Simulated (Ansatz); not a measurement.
Task: a single point from an input written key by key of C₂H₅NOSe, SMILES N=COC[SeH], with Ansatz 0.2.0 through its Python package. Give the script and its output. Settings: B3LYP, def2-SVP basis, multiplicity 1.

Contents of `input.yaml`:
```yaml
crystal:
  periodic: [false, false, false]
  atoms:
    - { symbol: "N", position_ang: [-0.9946, -1.2671, -1.4147] }
    - { symbol: C, position_ang: [0.2071, -0.9168, -1.3117] }
    - { symbol: O, position_ang: [0.675, -0.1672, -0.2462] }
    - { symbol: C, position_ang: [-0.0188, 0.3355, 0.8329] }
    - { symbol: Se, position_ang: [1.0378, 1.2868, 2.0695] }
    - { symbol: H, position_ang: [-1.7675, -0.9243, -0.732] }
    - { symbol: H, position_ang: [0.929, -1.2409, -2.0703] }
    - { symbol: H, position_ang: [-0.8302, 1.0331, 0.4378] }
    - { symbol: H, position_ang: [-0.57, -0.5033, 1.415] }
    - { symbol: H, position_ang: [1.4152, 2.3131, 1.0227] }
basis:
  gaussian: { orbitals: def2-SVP }
hamiltonian:
  xc: b3lyp
output:
  forces: true
```

The script, `c2h5nose_deck.py`:
```python
"""C2H5NOSe through the session interface."""

import logging
import sys

import ansatz as az
import numpy as np

logging.basicConfig(stream=sys.stdout, format="%(name)s: %(message)s")
log = logging.getLogger("ansatz_job")
log.setLevel(logging.INFO)

session = az.Session.from_deck("input.yaml")
report = session.plan(threads=1).execute().report

log.info("reference energy %16.6f eV" % report["reference_energy_ev"])
log.info("total energy     %16.6f eV" % report["free_energy_ev"])
print("occupied orbitals outside the frozen core (up, down):", report["n_occupied"], " frozen:", report["n_frozen"], " virtual:", report["n_virtual"])
symbols = ["N", "C", "O", "C", "Se", "H", "H", "H", "H", "H"]
field = report["mean_field"]
print("<S^2> =", round(abs(field["state"]["spin_squared"]), 4), " all-electron relativity setting:", field["relativity"])
print("passes:", field["passes"])
if "symmetry" in field:
    print("occupied orbitals by irrep:", field["symmetry"]["occupied"])

log.info("forces (eV/A)")
for symbol, f in zip(symbols, report["forces_ev_ang"]):
    log.info(f"  {symbol:2s} {f[0]:9.4f} {f[1]:9.4f} {f[2]:9.4f}")
charges = report["charge_distribution"]
print("dipole moment", round(4.803205 * float(np.linalg.norm(charges["dipole_moment_e_ang"])), 3), "D")
print("Mulliken:", [(s, round(q, 3)) for s, q in zip(symbols, charges["mulliken_charges_e"])])
```

```console
$ python c2h5nose_deck.py
ansatz_job: reference energy    -71029.312038 eV
ansatz_job: total energy        -71029.312038 eV
occupied orbitals outside the frozen core (up, down): [33, 33]  frozen: 0  virtual: [80, 80]
<S^2> = 0.0  all-electron relativity setting: none
passes: {'evaluations': 17, 'products': 12}
occupied orbitals by irrep: [{'A': 33}, {'A': 33}]
ansatz_job: forces (eV/A)
ansatz_job:   N    -2.2965   -0.0964   -0.1679
ansatz_job:   C    -1.9777    0.8314    2.5222
ansatz_job:   O     2.8460   -0.4879   -1.5806
ansatz_job:   C    -3.5611   -1.0855   -0.7962
ansatz_job:   Se    1.0881    1.0165    0.1391
ansatz_job:   H     2.2049   -0.5731   -1.0870
ansatz_job:   H     0.5232    0.3486    0.4158
ansatz_job:   H     0.5543   -0.6176    0.5305
ansatz_job:   H     0.7180    1.0360   -0.6070
ansatz_job:   H    -0.0993   -0.3718    0.6311
dipole moment 1.264 D
Mulliken: [('N', -0.202), ('C', 0.153), ('O', -0.31), ('C', 0.056), ('Se', 0.001), ('H', 0.124), ('H', 0.05), ('H', 0.045), ('H', 0.047), ('H', 0.037)]
```

Notes:
- Total energies depend on the basis set; only differences at equal settings carry meaning.
- The geometry is a force-field or estimated start, not a minimum of this method, and the basis set is short of its limit.
- Finished in 10 s on 1 thread of AMD EPYC 7R43 64-Core Processor (Zen 3), with other jobs on the host, peak memory 0.3 GiB.

(Lines on the test bed's own set-up are left out of the output.)
